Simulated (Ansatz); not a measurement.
# H₆LiNSi₂: a ladder of functionals and wavefunction methods

The task here is to estimate one member of a computed series from the others.

Method: functionals in def2-TZVPP, the program's frozen cores in correlated methods; program: Ansatz 0.2.0, Gaussian basis.

Levels to be run: LDA (SPW92), PBE-D4, revPBE-D4, BLYP-D4, r2SCAN-D4, B97M-V, PBE0-D4, B3LYP-D4, r2SCANh-D4, r2SCAN0-D4, HSE06-D4, BHLYP-D4, CAM-B3LYP-D4, LC-ωPBE, ωB97X-V, ωB97M-V, B2PLYP, PBE-QIDH; CCSD(T)/def2-SVP; CCSD(T)/def2-TZVPP; MP2/def2-QZVPP; extrapolation to the limit; RPA on PBE.

### The relaxed structure

The geometry comes from an earlier relaxation with PBE0-D4 in a triple-zeta def2 set; it is a stationary point, not always the lowest conformer.

10 atoms, charge 0, spin multiplicity 1.

Atoms are counted from 1 here; the program's logs count them from 0.

Bond lengths: Li1–N2 1.794 Å, Li1–Si3 2.476 Å, Li1–H5 2.037 Å, N2–Si3 1.674 Å, N2–Si4 1.690 Å, Si3–H5 1.542 Å, Si3–H6 1.494 Å, Si3–H7 1.494 Å, Si4–H8 1.497 Å, Si4–H9 1.497 Å, Si4–H10 1.497 Å. Angles: N2–Li1–Si3 42.5°, N2–Li1–H5 81.0°, Si3–Li1–H5 38.4°, Li1–N2–Si3 91.0°, Li1–N2–Si4 136.7°, Si3–N2–Si4 132.3°, Li1–Si3–N2 46.4°, Li1–Si3–H5 55.2°, Li1–Si3–H6 125.9°, Li1–Si3–H7 125.9°, N2–Si3–H5 101.6°, N2–Si3–H6 118.6°, N2–Si3–H7 118.6°, H5–Si3–H6 104.6°, H5–Si3–H7 104.6°, H6–Si3–H7 106.9°, N2–Si4–H8 109.9°, N2–Si4–H9 114.0° and more.

Geometry (Å):

```mol
H6LiNSi2
  3D, bonds by distance, orders not assigned

 10 11  0  0  0  0  0  0  0  0999 V2000
   -1.6354   -0.3122   -1.4488 Li  0  0
   -0.3600   -0.2450   -0.1887 N   0  0
    0.1902    1.2209   -0.7813 Si  0  0
    0.1489   -1.2133    1.0999 Si  0  0
   -0.7728    1.4601   -1.9620 H   0  0
    0.0450    2.4369    0.0742 H   0  0
    1.5530    1.2785   -1.3904 H   0  0
   -0.7047   -2.4404    1.1835 H   0  0
    0.0563   -0.5450    2.4366 H   0  0
    1.5626   -1.6917    0.9801 H   0  0
  1  2  8  0
  1  3  8  0
  1  5  8  0
  2  3  8  0
  2  4  8  0
  3  5  8  0
  3  6  8  0
  3  7  8  0
  4  8  8  0
  4  9  8  0
  4 10  8  0
M  END
```

The first run:

The input, in.yaml:

```yaml
crystal:
  periodic: [false, false, false]
  atoms:
    - {symbol: Li, position_ang: [-1.635353, -0.312223, -1.448758]}
    - {symbol: N, position_ang: [-0.360013, -0.244961, -0.188726]}
    - {symbol: Si, position_ang: [0.190242, 1.220909, -0.781281]}
    - {symbol: Si, position_ang: [0.148851, -1.213317, 1.099932]}
    - {symbol: H, position_ang: [-0.772793, 1.460143, -1.962013]}
    - {symbol: H, position_ang: [0.044979, 2.436867, 0.074166]}
    - {symbol: H, position_ang: [1.552967, 1.278541, -1.390450]}
    - {symbol: H, position_ang: [-0.704729, -2.440359, 1.183461]}
    - {symbol: H, position_ang: [0.056273, -0.544990, 2.436576]}
    - {symbol: H, position_ang: [1.562577, -1.691712, 0.980093]}
basis:
  gaussian: {orbitals: def2-TZVPP}
hamiltonian: {xc: lda}
output: {orbitals: {seedname: orbitals}}
```

Among the steps run: LDA; PBE-D4 (GGA); revPBE-D4 (GGA); BLYP-D4 (GGA); r2SCAN-D4 (meta-GGA); B97M-V (meta-GGA); PBE0-D4 (hybrid); B3LYP-D4 (hybrid); r2SCANh-D4 (hybrid); r2SCAN0-D4 (hybrid); HSE06-D4 (hybrid); BHLYP-D4 (hybrid); CAM-B3LYP-D4 (range-separated); LC-ωPBE-D4 (range-separated; the results give it without D4); ωB97X-V (range-separated); ωB97M-V (range-separated); B2PLYP (double hybrid); PBE-QIDH (double hybrid).

One of the session's tables, all rows but one given; the rest of the session is left out.

It belongs to the step «Frontier levels by functional». 

```
  functional  HOMO (eV)  LUMO (eV)  gap (eV)
 LDA (SPW92)      -5.35      -1.74      3.62
      PBE-D4      -5.25      -1.76      3.48
   revPBE-D4      -5.20      -1.81      3.39
     BLYP-D4      -5.12      -1.79      3.33
   r2SCAN-D4      -5.47      -1.04      4.43
      B97M-V      -5.62      -1.63      3.99
     PBE0-D4      -6.45      -1.20      5.25
    B3LYP-D4      -6.24      -1.46      4.77
  r2SCANh-D4      -5.93      -0.92      5.01
  r2SCAN0-D4      -6.62      -0.75      5.87
    HSE06-D4      -6.05      -1.50      4.55
    BHLYP-D4          ?          ?         ?
CAM-B3LYP-D4      -7.77      -0.73      7.04
     LC-ωPBE      -9.11       0.07      9.18
     ωB97X-V      -8.77       0.04      8.82
     ωB97M-V      -8.70      -0.59      8.11
```

Estimate the missing values for BHLYP-D4.

Worked estimate for «HOMO (eV)». Against the share of exact exchange, BLYP-D4 (0, -5.12), B3LYP-D4 (0.2, -6.24) give a slope of -5.60 per unit share; at 0.5 the line stands at -7.92.

As computed: HOMO (eV): -7.58; LUMO (eV): -0.88; gap (eV): 6.70. In «HOMO (eV)» the line misses by -0.34.
